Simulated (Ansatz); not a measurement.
# AlH₄NO₂: one species, many methods

How much do the methods differ for AlH₄NO₂? The plan is to run it at one geometry with functionals of several rungs and with coupled cluster, and see how far each lands from CCSD(T) at the basis-set limit for the atomisation energy.

Program: Ansatz 0.2.0, Gaussian basis. Level of theory: functionals in def2-TZVPP, the program's frozen cores in correlated methods. These are calculated values, not measurements.

Plan: LDA (SPW92), PBE-D4, revPBE-D4, BLYP-D4, r2SCAN-D4, B97M-V, PBE0-D4, B3LYP-D4, r2SCANh-D4, r2SCAN0-D4, HSE06-D4, BHLYP-D4, CAM-B3LYP-D4, LC-ωPBE, ωB97X-V, ωB97M-V, B2PLYP, PBE-QIDH; CCSD(T)/def2-SVP; CCSD(T)/def2-TZVPP; MP2/def2-QZVPP; extrapolation to the limit; RPA on PBE.

## Step 1: Structure used throughout

All runs share one geometry, relaxed beforehand with PBE0-D4 in a triple-zeta def2 set.

SMILES `[NH2][Al]([OH])[OH]`, 8 atoms, charge 0, spin multiplicity 1.

Atoms are counted from 1 here; the program's logs count them from 0.

Bond lengths: N1–Al2 1.760 Å, N1–H5 1.005 Å, N1–H6 1.006 Å, Al2–O3 1.695 Å, Al2–O4 1.692 Å, O3–H7 0.954 Å, O4–H8 0.955 Å. Angles: Al2–N1–H5 126.0°, Al2–N1–H6 123.5°, H5–N1–H6 110.5°, N1–Al2–O3 123.6°, N1–Al2–O4 117.6°, O3–Al2–O4 118.8°, Al2–O3–H7 124.8°, Al2–O4–H8 122.2°.

## Step 2: LDA

This LDA is Slater exchange with PW92 correlation.

File in.yaml:

```yaml
crystal:
  periodic: [false, false, false]
  atoms:
    - {symbol: N, position_ang: [-0.453429, 1.370910, 0.159025]}
    - {symbol: Al, position_ang: [0.021873, -0.314298, -0.015219]}
    - {symbol: O, position_ang: [1.569448, -0.806071, -0.500936]}
    - {symbol: O, position_ang: [-1.140118, -1.496126, 0.324229]}
    - {symbol: H, position_ang: [0.132756, 2.170044, -0.009024]}
    - {symbol: H, position_ang: [-1.372578, 1.661963, 0.447701]}
    - {symbol: H, position_ang: [2.286991, -0.213761, -0.712702]}
    - {symbol: H, position_ang: [-0.952843, -2.429760, 0.251225]}
basis:
  gaussian: {orbitals: def2-TZVPP}
hamiltonian: {xc: lda}
output: {orbitals: {seedname: orbitals}}
```

After this run come: PBE-D4 (GGA); revPBE-D4 (GGA); BLYP-D4 (GGA); r2SCAN-D4 (meta-GGA); B97M-V (meta-GGA); PBE0-D4 (hybrid); B3LYP-D4 (hybrid); r2SCANh-D4 (hybrid); r2SCAN0-D4 (hybrid); HSE06-D4 (hybrid); BHLYP-D4 (hybrid); CAM-B3LYP-D4 (range-separated); LC-ωPBE-D4 (range-separated); ωB97X-V (range-separated); ωB97M-V (range-separated); B2PLYP (double hybrid); PBE-QIDH (double hybrid); CCSD(T) in def2-SVP; CCSD(T) in def2-TZVPP; MP2 in def2-QZVPP; RPA on PBE orbitals.

Before running them: what should the planned runs give, taken together? Wanted: atomisation energy, CCSD(T)/CBS; farthest beyond LDA; mean size of error, GGA; mean size of error, meta-GGA; mean size of error, hybrid; mean size of error, range-separated; mean size of error, double hybrid; gap, smallest and largest; T1 diagnostic.

The runs gave:

| quantity | value |
| --- | --- |
| atomisation energy, CCSD(T)/CBS | 3037.4 kJ/mol |
| functionals within 15.2 kJ/mol (0.5 %) | PBE-D4, CAM-B3LYP-D4, ωB97M-V |
| farthest beyond LDA | BHLYP-D4 (-153.9 kJ/mol) |
| mean size of error, GGA | 35.5 kJ/mol |
| mean size of error, meta-GGA | 31.5 kJ/mol |
| mean size of error, hybrid | 82.0 kJ/mol |
| mean size of error, range-separated | 20.7 kJ/mol |
| mean size of error, double hybrid | 65.7 kJ/mol |
| gap, smallest and largest | 4.75 eV (BLYP-D4), 12.24 eV (LC-ωPBE) |
| T1 diagnostic | 0.0113 |
| triples share of the correlation energy | 3.3 % |

In words: LDA overbinds by 412.1 kJ/mol (14 %). PBE-D4 is off by +11.1 kJ/mol. Double hybrids carry the basis error of their MP2 part in triple zeta, and no dispersion term here, so their miss is partly the set-up's. Taken by rung, range-separated functionals do best (20.7 kJ/mol on average) and hybrid ones worst beyond LDA (82.0 kJ/mol). The mean of the hybrids holds BHLYP, with half exact exchange. Misses under about 15.2 kJ/mol are within the doubt on the reference itself, which lacks core-valence correlation, relativity and higher excitations. Hartree-Fock recovers 68 % of the binding; the rest is correlation. CCSD(T) in def2-SVP is off by -273.9 kJ/mol, more than most functionals: a good method in a small basis is no reference. The gap grows from 4.8 to 12.2 eV across the functionals, mostly with the share of exact exchange.
